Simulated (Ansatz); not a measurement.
Crystal: ScRu3.

```
Ru Sc
1.0
    -1.94926    1.94926    4.02229
     1.94926   -1.94926    4.02229
     1.94926    1.94926   -4.02229
Ru Sc
3 1
Direct
  0.50000 0.50000 0.00000
  0.25000 0.75000 0.50000
  0.75000 0.25000 0.50000
  0.00000 0.00000 0.00000
```

The cell comes from a database or a generator and needn't be the stable form of this composition.

| Quantity | Value |
| --- | --- |
| Program | Ansatz 0.2.0 |
| Task | relaxation of cell and atoms |
| Functional | PBEsol |
| Potentials or basis | Ansatz PAW |
| Cutoff | 420 eV (not typed: the program's choice for these potentials) |
| k mesh | 7 × 7 × 7 |
| Occupations | fermi-dirac, width 0.05 eV |
| Spin | no spin polarisation |
| Hubbard terms | Ru d U = 2 eV, Sc d U = 2 eV |

At the start: volume 15.28 Å³/atom.

Problem. How do energy, volume and symmetry change on relaxing?

Solution. It ends after 5 steps and the volume is 14.70 Å³/atom (-3.8 %); space group I4/mmm (No. 139, to 0.05 Å).

The path:
```tsv
step	energy change (eV)	largest force (eV/Å)	volume (Å³)
1	0.0000	0.0000	61.13
2	-0.0650	0.0000	58.98
3	-0.0663	0.0000	58.75
4	-0.0664	0.0000	58.80
5	-0.0658	0.0000	58.80
```

Final structure:
```yaml
crystal:
  lattice:
    - [-1.91201, 1.91201, 4.02070]
    - [1.91201, -1.91201, 4.02070]
    - [1.91201, 1.91201, -4.02070]
  atoms:
    - { symbol: Ru, position: [0.50000, 0.50000, 0.00000] }
    - { symbol: Ru, position: [0.25000, 0.75000, 0.50000] }
    - { symbol: Ru, position: [0.75000, 0.25000, 0.50000] }
    - { symbol: Sc, position: [0.00000, 0.00000, 0.00000] }
```

Caveat: the plane-wave basis is chosen anew once the cell has moved, so the energies of steps on either side of that aren't comparable; U without spin polarisation on a metal has little footing; the PAW data sets come from PBE, with cores solved anew for the run's functional, which leaves a small shift of forces and pressure; the U is typed as a test and isn't derived for this compound.
